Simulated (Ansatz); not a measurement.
# PC18: the cost of one run

Method: DFT PBE+D3(BJ), plane waves, PAW, scalar-relativistic, collinear spin, in Ansatz 0.2.0.

## Step 1: The starting structure

The cell holds 19 atoms (C18P): a = 7.398 Å, b = 7.398 Å, c = 12.000 Å, α = 90.00°, β = 90.00°, γ = 120.00°.

Structure file:

```
CELL_PARAMETERS angstrom
7.39800 0.00000 0.00000
-3.69900 6.40686 0.00000
0.00000 0.00000 12.00000
ATOMIC_POSITIONS crystal
C 0.00000 0.00000 0.08333
C 0.22222 0.11111 0.08333
C 0.00000 0.33333 0.08333
C 0.22222 0.44444 0.08333
C 0.00000 0.66667 0.08333
C 0.22222 0.77778 0.08333
C 0.33333 0.00000 0.08333
C 0.55556 0.11111 0.08333
C 0.33333 0.33333 0.08333
C 0.55556 0.44444 0.08333
C 0.33333 0.66667 0.08333
C 0.55556 0.77778 0.08333
C 0.66667 0.00000 0.08333
C 0.88889 0.11111 0.08333
C 0.66667 0.33333 0.08333
C 0.88889 0.44444 0.08333
C 0.66667 0.66667 0.08333
C 0.88889 0.77778 0.08333
P 0.98972 0.32133 0.24000
```

## Step 2: End point A

File input.yaml:

```yaml
crystal:
  lattice:
    - [7.398, 0.0, 0.0]
    - [-3.699, 6.406856, 0.0]
    - [0.0, 0.0, 12.0]
  atoms:
    - { symbol: C, position: [0.0, 0.0, 0.0833333] }
    - { symbol: C, position: [0.2222222, 0.1111111, 0.0833333] }
    - { symbol: C, position: [0.0, 0.3333333, 0.0833333] }
    - { symbol: C, position: [0.2222222, 0.4444444, 0.0833333] }
    - { symbol: C, position: [0.0, 0.6666667, 0.0833333] }
    - { symbol: C, position: [0.2222222, 0.7777778, 0.0833333] }
    - { symbol: C, position: [0.3333333, 0.0, 0.0833333] }
    - { symbol: C, position: [0.5555556, 0.1111111, 0.0833333] }
    - { symbol: C, position: [0.3333333, 0.3333333, 0.0833333] }
    - { symbol: C, position: [0.5555556, 0.4444444, 0.0833333] }
    - { symbol: C, position: [0.3333333, 0.6666667, 0.0833333] }
    - { symbol: C, position: [0.5555556, 0.7777778, 0.0833333] }
    - { symbol: C, position: [0.6666667, 0.0, 0.0833333] }
    - { symbol: C, position: [0.8888889, 0.1111111, 0.0833333] }
    - { symbol: C, position: [0.6666667, 0.3333333, 0.0833333] }
    - { symbol: C, position: [0.8888889, 0.4444444, 0.0833333] }
    - { symbol: C, position: [0.6666667, 0.6666667, 0.0833333] }
    - { symbol: C, position: [0.8888889, 0.7777778, 0.0833333] }
    - { symbol: P, position: [-0.0102815, 0.3213349, 0.24], spin: 1.0 }
magnetization:
  spin_polarized: true
basis:
  ecutwfc: 420.0
kpoints:
  mp_grid: { grid: [2, 2, 1] }
hamiltonian:
  xc: pbe
  dispersion: d3bj
scf:
  occupations: { method: gaussian, width: 0.02 }
  lower_state_search: "off"
relax:
  f_tol: 0.03
  max_steps: 60
  adjacent_minimum: "off"
```

The run is started by

```console
$ ansatz run input.yaml --threads 2 --pin off --max-ram 5120MiB --backend cpu --events-out ev --progress --plain --runs-dir out
```

Q: Estimate wall time and peak memory on 2 threads of Arm Neoverse N1, shared host.

About 5.4 min, with a peak of 0.96 GiB.
